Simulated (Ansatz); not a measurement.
# GdN: the cost of one run

Computed with Ansatz 0.2.0 (DFT LDA without U, plane waves, PAW, no spin–orbit coupling unless a run says so, unless a step's input says otherwise).

## Step 1: The structure to begin with

It takes space group Fm-3m (No. 225, cubic). The conventional cell has a = 4.999 Å, b = 4.999 Å, c = 4.999 Å, α = 90.00°, β = 90.00°, γ = 90.00°. Gd (site symmetry m-3m) is surrounded by 6 N at 2.50 Å. N (site symmetry m-3m) has 6 Gd at 2.50 Å as nearest neighbours.

Coordinates:

```
Gd N
1.0
     0.00000    2.49950    2.49950
     2.49950    0.00000    2.49950
     2.49950    2.49950    0.00000
Gd N
1 1
Direct
  0.50000 0.50000 0.50000
  0.00000 0.00000 0.00000
```

Magnetic order typed: ferromagnetic.

An earlier series on this cell reached its lowest free state from «natural orbitals of the symmetric run, filled by rank», perhaps among other starts.

## Step 2: From atoms, default search

Contents of input.yaml:

```yaml
crystal:
  lattice:
    - [0.0, 2.49949857, 2.49949857]
    - [2.49949857, 0.0, 2.49949857]
    - [2.49949857, 2.49949857, 0.0]
  atoms:
    - { symbol: Gd, position: [0.5, 0.5, 0.5], spin: 7.0 }
    - { symbol: "N", position: [0.0, 0.0, 0.0] }
basis:
  ecutwfc: 420
  ecutrho_ratio: 4
kpoints:
  mp_grid: { grid: [7, 7, 7] }
hamiltonian:
  xc: lda
scf:
  occupations: { method: gaussian, width: 0.05 }
output:
  forces: true
  stress: true
  eigenvalues: true
  populations: true
  hubbard: { sites: [{ site: 0, l: f }] }
  write_density: true
  write_potential: true
  elf: true
  volumetric_format: npy
magnetization:
  spin_polarized: true
```

Command:

```console
> ansatz run input.yaml --threads 2 --pin off --max-ram 3072MiB --backend cpu --events-out ev --progress --plain --runs-dir out
```

Q: Estimate wall time and peak memory on 2 threads of Arm Neoverse N1, shared host.

About 3.3 s, with a peak of 0.33 GiB.
